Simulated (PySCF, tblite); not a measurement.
# C₃H₆ClOSi₂ radical: geometry, infrared bands and EPR parameters

Wanted: the infrared bands and EPR parameters of C₃H₆ClOSi₂ radical (`[C]#CC[Si@H](Cl)O[SiH3]`), by calculation.

Programs: tblite 0.8.0 and PySCF 2.14.0, with density-fitted response routines of our own. Each step states its level of theory. These are calculated values for one molecule in the gas phase, unless marked as measured. Atoms count from 0, in the outputs and in this text.

## 1. Starting geometry

13 atoms, charge 0, multiplicity 2; geometry from: force field or distance geometry start.

Bonds of the start (Å): C0–C1 1.54, C1–C2 1.47, C2–Si3 1.85, Si3–Cl4 2.06, Si3–O5 1.65, O5–Si6 1.65, C2–H7 1.09, C2–H8 1.09, Si3–H9 1.50, Si6–H10 1.48, Si6–H11 1.47, Si6–H12 1.48.

## 2. Geometry optimisation with GFN2-xTB

What the job is given:

```
{"job": {"kind": "relax", "xc": "GFN2-xTB", "basis": "xTB"}, "charge": 0, "multiplicity": 2}
C      1.801200     2.603000     0.889600
C      1.783200     1.151900     0.386000
C      1.792900    -0.243900    -0.069500
Si     0.256400    -1.143400     0.444300
Cl     0.481000    -3.132800    -0.029200
O     -1.145500    -0.684100    -0.297500
Si    -2.173800     0.609200    -0.323800
H      1.875400    -0.253100    -1.160600
H      2.675100    -0.754900     0.320000
H      0.075900    -1.108500     1.929100
H     -2.584600     0.932000     1.064400
H     -1.472100     1.755200    -0.923900
H     -3.369600     0.269900    -1.125200
```

The run is started by

```console
$ OMP_NUM_THREADS=1 python probes_run.py task.json out
```

One launch serves the whole session: the jobs run in the order shown.

**Question.** This job is followed by: GFN2-xTB harmonic vibrations, gas phase; UKS B3LYP, pcH-1 on C Cl H O Si, non-relativistic, mean-field spin-orbit, GIAO. What will the session give for the following? strongest single infrared mode (GFN2-xTB); zero-point energy (GFN2-xTB); g(iso) (B3LYP); ⟨S²⟩; largest a(iso) (averaged by class); surface potential, 1st and 99th percentile.

**Answer**, as computed:

| quantity | value |
| --- | --- |
| strongest single infrared mode (GFN2-xTB) | 1102 cm⁻¹, 578 km/mol |
| zero-point energy (GFN2-xTB) | 45.3 kcal/mol |
| g(iso) (B3LYP) | 2.00369 |
| ⟨S²⟩ | 0.757 (exact 0.75) |
| largest a(iso) (averaged by class) | 13C on C0, 577.9 MHz |
| surface potential, 1st and 99th percentile | -0.99 V and 1.56 V |

Relaxing lowered the energy by 2.497 eV in 61 steps; the close pair that moved most is C0–C1, from 1.536 to 1.204 Å. The lowest mode is imaginary (36i cm⁻¹), so the xTB geometry is not a minimum. The strongest single mode, at 1102 cm⁻¹, moves mainly O5. GFN2-xTB is a fitted tight-binding method: band positions and strengths are rough. Its intensities can rank the bands wrongly. C0 carries the largest spin population, 0.85 e. The isotropic g lies 1.4 ppt above the free-electron value.
